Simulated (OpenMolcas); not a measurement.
# Ge²⁺: CASSCF and CASPT2 terms and fine-structure levels

Aim: the low terms and levels of Ge²⁺, with their order and spacing, then second-order correlation under several settings.

Program: OpenMolcas 26.06. Level of theory: state-averaged CASSCF and CASPT2, spin-orbit coupling by RASSI with atomic mean-field integrals. These are calculated values, not measurements, unless marked.

3 further runs of the same task are left out: 3 set aside as unsound or not needed.

**1. Starting point**

- Species: Ge²⁺ (germanium, Z = 32, 30 electrons)
- Basis: ANO-RCC-VTZP [6s5p3d1f], 43 functions
- Scalar Hamiltonian: DKH2, point nucleus
- Inactive shells: 1s 2s 2p 3s 3p 3d
- Active space: 2 electrons in 4 orbitals (4s 4p)
- Some configurations of this space: 4p2, 4s 4p, 4s2
- Orbitals: optimised for each spin and parity, averaged over the low roots

Outer shells as boxes (Hund's rule):

4p2
```
4p [↑ ][↑ ][  ]
```

4s 4p
```
4s [↑ ]
4p [↑ ][  ][  ]
```

4s2
```
4s [↑↓]
```

Each step is its own input file, run in one work folder so that later steps find the files of earlier ones. Labels, J, g values, rates, χT and fits are worked out afterwards by a script from the matrices that RASSI stores.

**2. One- and two-electron integrals**

Input file a.inp:

```
&GATEWAY
Coord
1

Ge 0.0 0.0 0.0
Basis=ANO-RCC-VTZP
Group=XYZ
NoMove
AngMom=0.0 0.0 0.0
AMFI
&SEWARD
```

**3. CASSCF: triplets of even parity, 3 roots**

Input file a.inp:

```
&RASSCF
FileOrb=start.orb
Symmetry=1
Spin=3
nActEl=2 0 0
Inactive=8 6
Ras2=1 3
CIRoot=3 3 1
SDav=3
CIMx=300
Iter=120 100
PrWF=0.3
OrbListing=Nothing
MaxOrb=0
Atom
>>> COPY $Project.JobIph JOB001
```

start.orb holds the contracted functions of the basis, ordered by shell, or the orbitals of the step before.

**4. Reference wave functions, singlets of even parity, 7 roots**

Input file a.inp:

```
&RASSCF
FileOrb=start.orb
Symmetry=1
Spin=1
nActEl=2 0 0
Inactive=8 6
Ras2=1 3
CIRoot=7 7 1
SDav=7
CIMx=300
Iter=120 100
PrWF=0.3
OrbListing=Nothing
MaxOrb=0
Atom
>>> COPY $Project.JobIph JOB002
```

**5. CASSCF: triplets of odd parity, 3 roots**

Input file a.inp:

```
&RASSCF
FileOrb=start.orb
Symmetry=2
Spin=3
nActEl=2 0 0
Inactive=8 6
Ras2=1 3
CIRoot=3 3 1
SDav=3
CIMx=300
Iter=120 100
PrWF=0.3
OrbListing=Nothing
MaxOrb=0
Atom
>>> COPY $Project.JobIph JOB003
```

**6. CASSCF: singlets of odd parity, 3 roots**

a.inp, as its differences from that of step 5:

```diff
@@ -3,3 +3,3 @@
 Symmetry=2
-Spin=3
+Spin=1
 nActEl=2 0 0
@@ -15,2 +15,2 @@
 Atom
->>> COPY $Project.JobIph JOB003
+>>> COPY $Project.JobIph JOB004
```

**7. State interaction with spin-orbit coupling**

Input file a.inp:

```
&RASSI
NrOfJobIphs=4 3 7 3 3
1 2 3
1 2 3 4 5 6 7
1 2 3
1 2 3
IphNames
JOB001
JOB002
JOB003
JOB004
EJob
SpinOrbit
DIPRint=1.0
SOCoupling=1000.0
Subsets=2
MEES
Property=10
'ANGMOM' 1 'ANGMOM' 2 'ANGMOM' 3 'MLTPL  1' 1 'MLTPL  1' 2 'MLTPL  1' 3
'AMFI' 1 'AMFI' 2 'AMFI' 3 'MLTPL  2' 6
SOProperty=3
'ANGMOM' 1 'ANGMOM' 2 'ANGMOM' 3
```

**8. CASPT2: IPEA 0.25, imaginary shift 0.1 (closed shells correlated: 3d)**

Input file a.inp:

```
>>> COPY JOB001 $Project.JobIph
&CASPT2
Multistate=3 1 2 3
Frozen=3 6
IPEA=0.25
Imaginary=0.1
MaxIter=60
WThr=0.0 0.3 0.05
PrWF=0.5
NoMix
>>> COPY JOB002 $Project.JobIph
&CASPT2
Multistate=7 1 2 3 4 5 6 7
Frozen=3 6
IPEA=0.25
Imaginary=0.1
MaxIter=60
WThr=0.0 0.3 0.05
PrWF=0.5
NoMix
>>> COPY JOB003 $Project.JobIph
&CASPT2
Multistate=3 1 2 3
Frozen=3 6
IPEA=0.25
Imaginary=0.1
MaxIter=60
WThr=0.0 0.3 0.05
PrWF=0.5
NoMix
>>> COPY JOB004 $Project.JobIph
&CASPT2
Multistate=3 1 2 3
Frozen=3 6
IPEA=0.25
Imaginary=0.1
MaxIter=60
WThr=0.0 0.3 0.05
PrWF=0.5
NoMix
```

**9. CASPT2: IPEA 0, imaginary shift 0.1 (closed shells correlated: 3d)**

a.inp, as its differences from that of step 8:

```diff
@@ -4,3 +4,3 @@
 Frozen=3 6
-IPEA=0.25
+IPEA=0.0
 Imaginary=0.1
@@ -14,3 +14,3 @@
 Frozen=3 6
-IPEA=0.25
+IPEA=0.0
 Imaginary=0.1
@@ -24,3 +24,3 @@
 Frozen=3 6
-IPEA=0.25
+IPEA=0.0
 Imaginary=0.1
@@ -34,3 +34,3 @@
 Frozen=3 6
-IPEA=0.25
+IPEA=0.0
 Imaginary=0.1
```

**10. CASPT2: IPEA 0.25, imaginary shift 0.1 (closed shells correlated: 3d), extended multistate**

Input file a.inp:

```
>>> COPY JOB001 $Project.JobIph
&CASPT2
XMultistate=3 1 2 3
Frozen=3 6
IPEA=0.25
Imaginary=0.1
MaxIter=60
WThr=0.0 0.3 0.05
PrWF=0.5
NoMix
>>> COPY JOB002 $Project.JobIph
&CASPT2
XMultistate=7 1 2 3 4 5 6 7
Frozen=3 6
IPEA=0.25
Imaginary=0.1
MaxIter=60
WThr=0.0 0.3 0.05
PrWF=0.5
NoMix
>>> COPY JOB003 $Project.JobIph
&CASPT2
XMultistate=3 1 2 3
Frozen=3 6
IPEA=0.25
Imaginary=0.1
MaxIter=60
WThr=0.0 0.3 0.05
PrWF=0.5
NoMix
>>> COPY JOB004 $Project.JobIph
&CASPT2
XMultistate=3 1 2 3
Frozen=3 6
IPEA=0.25
Imaginary=0.1
MaxIter=60
WThr=0.0 0.3 0.05
PrWF=0.5
NoMix
```

**11. CASPT2: IPEA 0.25, imaginary shift 0.1 (closed shells correlated: none)**

a.inp, as its differences from that of step 10:

```diff
@@ -2,4 +2,4 @@
 &CASPT2
-XMultistate=3 1 2 3
-Frozen=3 6
+Multistate=3 1 2 3
+Frozen=8 6
 IPEA=0.25
@@ -12,4 +12,4 @@
 &CASPT2
-XMultistate=7 1 2 3 4 5 6 7
-Frozen=3 6
+Multistate=7 1 2 3 4 5 6 7
+Frozen=8 6
 IPEA=0.25
@@ -22,4 +22,4 @@
 &CASPT2
-XMultistate=3 1 2 3
-Frozen=3 6
+Multistate=3 1 2 3
+Frozen=8 6
 IPEA=0.25
@@ -32,4 +32,4 @@
 &CASPT2
-XMultistate=3 1 2 3
-Frozen=3 6
+Multistate=3 1 2 3
+Frozen=8 6
 IPEA=0.25
```

**12. CASPT2: IPEA 0.25, imaginary shift 0.1 (closed shells correlated: 3s 3p 3d)**

a.inp, as its differences from that of step 11:

```diff
@@ -3,3 +3,3 @@
 Multistate=3 1 2 3
-Frozen=8 6
+Frozen=2 3
 IPEA=0.25
@@ -13,3 +13,3 @@
 Multistate=7 1 2 3 4 5 6 7
-Frozen=8 6
+Frozen=2 3
 IPEA=0.25
@@ -23,3 +23,3 @@
 Multistate=3 1 2 3
-Frozen=8 6
+Frozen=2 3
 IPEA=0.25
@@ -33,3 +33,3 @@
 Multistate=3 1 2 3
-Frozen=8 6
+Frozen=2 3
 IPEA=0.25
```

**13. CASPT2: IPEA 0.25, real shift 0.2 (closed shells correlated: 3d)**

Input file a.inp:

```
>>> COPY JOB001 $Project.JobIph
&CASPT2
Multistate=3 1 2 3
Frozen=3 6
IPEA=0.25
Shift=0.2
MaxIter=60
WThr=0.0 0.3 0.05
PrWF=0.5
NoMix
>>> COPY JOB002 $Project.JobIph
&CASPT2
Multistate=7 1 2 3 4 5 6 7
Frozen=3 6
IPEA=0.25
Shift=0.2
MaxIter=60
WThr=0.0 0.3 0.05
PrWF=0.5
NoMix
>>> COPY JOB003 $Project.JobIph
&CASPT2
Multistate=3 1 2 3
Frozen=3 6
IPEA=0.25
Shift=0.2
MaxIter=60
WThr=0.0 0.3 0.05
PrWF=0.5
NoMix
>>> COPY JOB004 $Project.JobIph
&CASPT2
Multistate=3 1 2 3
Frozen=3 6
IPEA=0.25
Shift=0.2
MaxIter=60
WThr=0.0 0.3 0.05
PrWF=0.5
NoMix
```

(Steps that only read results are left out.)

Q: Predict the outcome of this session. Wanted: lowest level; first excited level; spin-orbit lowering of the lowest level; strongest of the lines computed, by gA, at CASSCF energies.

**Answer**, as computed:

```
                                                  quantity                                                                     value
                                                    method  SS-CASPT2, IPEA 0.25, imaginary shift 0.1 (closed shells correlated: 3d)
                                              lowest level                                               4s2 1S0, 100 % of that term
                               ground level listed by NIST                                                                       1S0
                                       first excited level                                                 4s 4p 3P* 0 at 60290 cm-1
                   spin-orbit lowering of the lowest level                                                                  0.9 cm-1
strongest of the lines computed, by gA, at CASSCF energies                         4p2 3P2 → 4s 4p 3P* 2, 116.1 nm, A = 2.77e+09 s⁻¹
```

What each method costs and misses:

| method | time of its own steps | time with the reference | mean absolute difference from the measured levels (cm-1) |
| --- | --- | --- | --- |
| A. CASSCF | 6.7 s | 6.7 s | 5100 |
| B. SS-CASPT2, IPEA 0.25, imaginary shift 0.1, +3d | 1.2 s | 7.8 s | 2000 |
| C. SS-CASPT2, IPEA 0, imaginary shift 0.1, +3d | 1.2 s | 7.9 s | 1800 |
| D. XMS-CASPT2, IPEA 0.25, imaginary shift 0.1, +3d | 1.1 s | 7.8 s | 960 |
| E. SS-CASPT2, IPEA 0.25, imaginary shift 0.1, +none | 1.1 s | 7.7 s | 3300 |
| F. SS-CASPT2, IPEA 0.25, imaginary shift 0.1, +3s 3p 3d | 1.4 s | 8.1 s | 1800 |
| G. SS-CASPT2, IPEA 0.25, real shift 0.2, +3d | 1.2 s | 7.8 s | 2000 |

Times are of one thread on a shared host.

What this shows: Method D lies closest to the measured levels (960 cm⁻¹ on average) and A farthest (5100). Only the configurations of the active space and the roots asked for are present. No d shell is active. Levels of other configurations are missing from the list.
